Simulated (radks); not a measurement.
**Eu⁺ in [Xe] 4f7 6s1: an all-electron calculation**

An exercise on one series of results from a longer session: the logs are not shown, and one member is left open.

Method: scalar-relativistic Kohn-Sham, exchange-only LDA, spin-unpolarised, spherical densities, finite nucleus. Code: radks (a radial shooting solver on a logarithmic mesh, Libxc functionals) version 1.

## The system

| Quantity | Value |
| --- | --- |
| element | europium (Z = 63) |
| charge | +1 |
| electrons | 62 |
| configuration | [Xe] 4f7 6s1 |
| nuclear rms radius | 5.1115 fm |

The outer shells:

Eu⁺
```
[Xe] core
4f [↑ ][↑ ][↑ ][↑ ][↑ ][↑ ][↑ ]
6s [↑ ]
```

Set-up of the first run:

Settings of this run:

```text
Z 63
configuration [Xe] 4f7 6s1
relativity scalar-relativistic
functional lda,
spin unpolarised
nucleus finite rms 5.1115 fm
c 137.035999084
```

Command:

```bash
> python run_ks.py task.json out
```

The same process makes all the runs of this session.

Among the steps run: Self-consistent calculation.

One of the session's tables, all rows but one given; the rest of the session is left out.

It belongs to the step «Radial structure». Sizes of the orbitals, from the radial functions (bohr):

| level | <r> | outermost maximum (interpolated) | 90 % within | nodes |
| --- | --- | --- | --- | --- |
| 1s | 0.02234 | 0.0142 | 0.0404 | 0 |
| 2s | 0.09519 | 0.0806 | 0.147 | 1 |
| 2p | 0.08392 | 0.0651 | 0.137 | 0 |
| 3s | 0.2499 | 0.229 | 0.366 | 2 |
| 3p | 0.2483 | 0.225 | 0.372 | 1 |
| 3d | ? | ? | ? | ? |
| 4s | 0.5664 | 0.527 | 0.814 | 3 |
| 4p | 0.5998 | 0.550 | 0.873 | 2 |
| 4d | 0.6547 | 0.573 | 0.985 | 1 |
| 5s | 1.381 | 1.23 | 2.00 | 4 |
| 5p | 1.631 | 1.40 | 2.41 | 3 |
| 6s | 3.894 | 3.39 | 5.67 | 5 |
| 4f | 0.9743 | 0.592 | 1.72 | 0 |

**Question.** Estimate the row for 3d.

**Answer.** <r>: 0.2261; outermost maximum (interpolated): 0.184; 90 % within: 0.352; nodes: 0. In the column «<r>» it lies between 2s (0.09519) and 3p (0.2483).

Caveats from the session: Spin polarisation and multiplet splitting are left out.
